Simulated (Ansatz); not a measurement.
# AlH7OSiSn: how energies converge with the basis set

The task here is to estimate one member of a computed series from the others.

Program: Ansatz 0.2.0, Gaussian basis. Level of theory: one geometry, several basis sets. These are calculated values, not measurements.

The runs, in order: PBE0-D4/def2-SVP; ωB97M-V/def2-SVP; PBE0-D4/def2-QZVPP; ωB97M-V/def2-QZVPP; the functionals' def2-TZVPP values are taken from earlier runs.

1 further run of the same task is left out (for a known fault of the program). Runs told in other sessions of the task aren't counted.

## Structure used throughout

An earlier PBE0-D4 in a triple-zeta def2 set relaxation fixed the geometry. Sn takes the def2 core potential; no spin-orbit term is included.

SMILES `O[SiH2][AlH][SnH3]`, 11 atoms, charge 0, spin multiplicity 1.

Atoms are counted from 1 here; the program's logs count them from 0.

Bond lengths: O1–Si2 1.660 Å, O1–H5 0.959 Å, Si2–Al3 2.466 Å, Si2–H6 1.497 Å, Si2–H7 1.488 Å, Al3–Sn4 2.667 Å, Al3–H8 1.590 Å, Sn4–H9 1.720 Å, Sn4–H10 1.712 Å, Sn4–H11 1.711 Å. Angles: Si2–O1–H5 117.2°, O1–Si2–Al3 110.1°, O1–Si2–H6 111.0°, O1–Si2–H7 105.4°, Al3–Si2–H6 109.9°, Al3–Si2–H7 113.7°, H6–Si2–H7 106.6°, Si2–Al3–Sn4 114.1°, Si2–Al3–H8 125.2°, Sn4–Al3–H8 120.7°, Al3–Sn4–H9 109.9°, Al3–Sn4–H10 113.7°, Al3–Sn4–H11 114.5°, H9–Sn4–H10 105.6°, H9–Sn4–H11 105.8°, H10–Sn4–H11 106.6°.

Set-up of the first run:

File in.yaml:

```yaml
crystal:
  periodic: [false, false, false]
  atoms:
    - {symbol: O, position_ang: [-0.255902, 2.337981, -0.064829]}
    - {symbol: Si, position_ang: [0.827000, 1.634423, 0.978116]}
    - {symbol: Al, position_ang: [1.035826, -0.772817, 0.485222]}
    - {symbol: Sn, position_ang: [-0.924731, -1.745328, -1.038524]}
    - {symbol: H, position_ang: [-1.031561, 1.826990, -0.301992]}
    - {symbol: H, position_ang: [0.405416, 1.829187, 2.401692]}
    - {symbol: H, position_ang: [2.095028, 2.393186, 0.803159]}
    - {symbol: H, position_ang: [2.198578, -1.718573, 1.015048]}
    - {symbol: H, position_ang: [-2.126491, -0.539021, -1.284840]}
    - {symbol: H, position_ang: [-0.412651, -2.213228, -2.603323]}
    - {symbol: H, position_ang: [-1.745213, -3.089802, -0.369029]}
basis:
  gaussian: {orbitals: def2-SVP}
hamiltonian: {xc: pbe0, dispersion: d4}
output: {orbitals: {seedname: orbitals}}
```

The run is started by

```console
$ ansatz run in.yaml --threads 4 --pin off --events-out ev --progress --plain --max-ram 10444MiB
```

Among the steps run: PBE0-D4 in def2-SVP; ωB97M-V in def2-SVP; PBE0-D4 in def2-QZVPP; ωB97M-V in def2-QZVPP.

One of the session's tables, all rows but one given; the rest of the session is left out.

It belongs to the step «Density functionals: the series». 

| functional | basis | HOMO (eV) | LUMO (eV) |
| --- | --- | --- | --- |
| PBE0-D4 | def2-SVP | ? | ? |
| PBE0-D4 | def2-TZVPP | -7.00 | -2.57 |
| PBE0-D4 | def2-QZVPP | -7.01 | -2.58 |
| ωB97M-V | def2-SVP | -8.85 | -0.89 |
| ωB97M-V | def2-TZVPP | -8.89 | -0.94 |
| ωB97M-V | def2-QZVPP | -8.90 | -0.99 |

**Question.** Estimate the row for PBE0-D4, def2-SVP.

The run gave: HOMO (eV): -6.99; LUMO (eV): -2.57. In the column «HOMO (eV)» it is the highest.
